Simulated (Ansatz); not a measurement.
# ClGaH2: the cost of one run

Program: Ansatz 0.2.0, Gaussian basis. Level of theory: PBE0-D4/def2-TZVP structures, single points in def2-TZVPP, no counterpoise correction. These are calculated values, not measurements.

Levels: SPW92, PBE-D4, BLYP-D4, r2SCAN-D4, B97M-V, PBE0-D4, B3LYP-D4, r2SCAN0-D4, BHLYP-D4, CAM-B3LYP-D4, wB97X-V, wB97M-V, B2PLYP, PBE-QIDH, RPA on PBE, Hartree-Fock, MP2, CCSD, CCSD(T).

Correlated methods freeze the cores. Filled d shells of the heavier atoms are correlated. B3LYP uses VWN-RPA correlation. B2PLYP carries no dispersion term here.

94 further runs of the same task are left out: 94 set aside as unsound or not needed. Runs told in other sessions of the task aren't counted.

## Step 1: The starting structure

The complex: 9 atoms, charge 0, spin multiplicity 1.

Atoms are counted from 1 here; the program's logs count them from 0.

Bond lengths: Ga1–Cl2 2.162 Å, Ga1–H3 1.559 Å, Ga1–H4 1.559 Å, H5–Si6 1.505 Å, Si6–H7 1.481 Å, Si6–H8 1.480 Å, Si6–H9 1.481 Å. Angles: Cl2–Ga1–H3 115.4°, Cl2–Ga1–H4 115.3°, H3–Ga1–H4 128.3°, H5–Si6–H7 106.9°, H5–Si6–H8 107.1°, H5–Si6–H9 108.3°, H7–Si6–H8 111.8°, H7–Si6–H9 111.2°, H8–Si6–H9 111.3°.

As a file:

| atom | x (Å) | y (Å) | z (Å) |
| --- | --- | --- | --- |
| Ga1 | -1.17705 | -0.16773 | -1.26911 |
| Cl2 | -0.38336 | 0.70292 | -3.08218 |
| H3 | -0.99914 | -1.71059 | -1.13363 |
| H4 | -2.05404 | 0.78489 | -0.40010 |
| H5 | 0.64724 | 0.30099 | -0.24972 |
| Si6 | 0.92681 | 0.07248 | 1.21118 |
| H7 | 2.14752 | -0.76166 | 1.29030 |
| H8 | 1.13001 | 1.40238 | 1.82866 |
| H9 | -0.23799 | -0.62369 | 1.80460 |

Its parts: GaH₂Cl holds atoms 1, 2, 3, 4; SiH₄ holds atoms 5, 6, 7, 8, 9. Each part counts its atoms afresh in its own runs.

## Step 2: Relaxing GaH₂Cl alone

relax-a/in.yaml

```yaml
crystal:
  periodic: [false, false, false]
  atoms:
    - {symbol: Ga, position_ang: [-1.177050, -0.167727, -1.269106]}
    - {symbol: Cl, position_ang: [-0.383364, 0.702920, -3.082184]}
    - {symbol: H, position_ang: [-0.999141, -1.710588, -1.133634]}
    - {symbol: H, position_ang: [-2.054038, 0.784888, -0.400102]}
basis:
  gaussian: {orbitals: def2-TZVP}
hamiltonian: {xc: pbe0, dispersion: d4}
relax: {f_tol: 0.005, max_steps: 200}
```

Command:

```sh
ansatz run in.yaml --threads 4 --pin off --events-out ev --progress --plain --max-ram 9574MiB
```

**Question.** How long does this run take on 4 threads of Arm Neoverse V1, shared host?

About 3.6 s.
